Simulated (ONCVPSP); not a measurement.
**Cu: generating and testing an ONCV potential**

Task: generate the file, and judge it by its errors in other configurations, its logarithmic derivatives, its ghosts and its cutoff.

Method: ONCVPSP 4.0.1.1 (patched build), PBEsol, scalar-relativistic.

## 1. Settings

Typed settings, in words:

* element: copper (Cu, Z = 29)
* type: optimised norm-conserving Vanderbilt (ONCV)
* frozen core: [Ne]
* valence charge: 19
* reference configuration: 3s2 3p6 3d10 4s1
* partial waves: 3s+4s: rc 0.95 bohr, ncon 4, nbas 8, qcut 15.8 1/bohr, 3 projectors, debl 1 Ha; 3p: rc 0.75 bohr, ncon 4, nbas 7, qcut 11.1 1/bohr, 1 projector; 3d: rc 1.35 bohr, ncon 4, nbas 9, qcut 14 1/bohr, 3 projectors, debl 0.6 Ha
* local potential: polynomial inside 0.55 bohr (lpopt 5, dvloc0 6 Ha)
* core correction: not asked for

## 2. Generating the potential

File Cu.dat:

```
# ATOM AND REFERENCE CONFIGURATION
# atsym  z   nc   nv     iexc    psfile
  Cu 29.00    3    4  -116133      upf
#
#   n    l    f
    1    0    2.00
    2    0    2.00
    2    1    6.00
    3    0    2.00
    3    1    6.00
    3    2   10.00
    4    0    1.00
#
# PSEUDOPOTENTIAL AND OPTIMIZATION
# lmax
    2
#
#   l,   rc,      ep,       ncon, nbas, qcut
    0    0.95    0.00    4    8   15.80
    1    0.75    0.00    4    7   11.10
    2    1.35    0.00    4    9   14.00
#
# LOCAL POTENTIAL
# lloc, lpopt,  rc(5),   dvloc0
    4    5    0.55    6.00
#
# VANDERBILT-KLEINMAN-BYLANDER PROJECTORs
# l, nproj, debl
    0    3    1.00
    1    1    3.10
    2    3    0.60
#
# MODEL CORE CHARGE
# icmod, fcfact, rcfact
    0    0.00    0.00
#
# LOG DERIVATIVE ANALYSIS
# epsh1, epsh2, depsh
   -6.00    5.00    0.04
#
# OUTPUT GRID
# rlmax, drl
    6.00    0.01
#
# TEST CONFIGURATIONS
# ncnf
    4
# nvcnf
#   n    l    f
    4
    3    0    2.00
    3    1    6.00
    3    2   10.00
    4    0    0.00
#
    4
    3    0    2.00
    3    1    6.00
    3    2    9.00
    4    0    0.00
#
    4
    3    0    2.00
    3    1    6.00
    3    2    8.00
    4    0    0.00
#
    5
    3    0    2.00
    3    1    6.00
    3    2    9.00
    4    0    1.00
    4    1    1.00
#
```

On the command line:

```console
oncvpsp.x < Cu.dat > Cu.out
```

Before running it: what results should come out? Wanted: cutoffs for 1 and 0.1 mHa per electron, occupied waves; bound ghosts; GHOST(+) flags; largest test error; largest phase difference near zero energy, channels read.

The runs gave:

```
                                                quantity                                               value
  cutoffs for 1 and 0.1 mHa per electron, occupied waves                                    77 Ha and 239 Ha
                                            bound ghosts                                          none found
                                          GHOST(+) flags                                         s at 998 eV
                            largest test error (AE − PS)  +22 meV, for 3s2 3p6 3d9 4s1 4p1 (1 test unsolved)
largest phase difference near zero energy, channels read                                           0.003 rad
```

The worst unpolarised test, 3s2 3p6 3d9 4s1 4p1, is off by 22 meV on 6.9 eV; by total energies transferability rates as good where solved. Of the tests 1 gave no usable energy difference, which is a warning in itself. It counts as very hard, with 77 Ha needed at the looser tolerance. The tighter tolerance needs 239 Ha, and converged work needs a cutoff nearer that. No bound ghost shows below the valence levels. Near zero energy the phases of the channels with partial waves agree within 0.003 rad. The program also flags highly localised states, GHOST(+) (s). These are tests on the free atom; a crystal test is still owed.
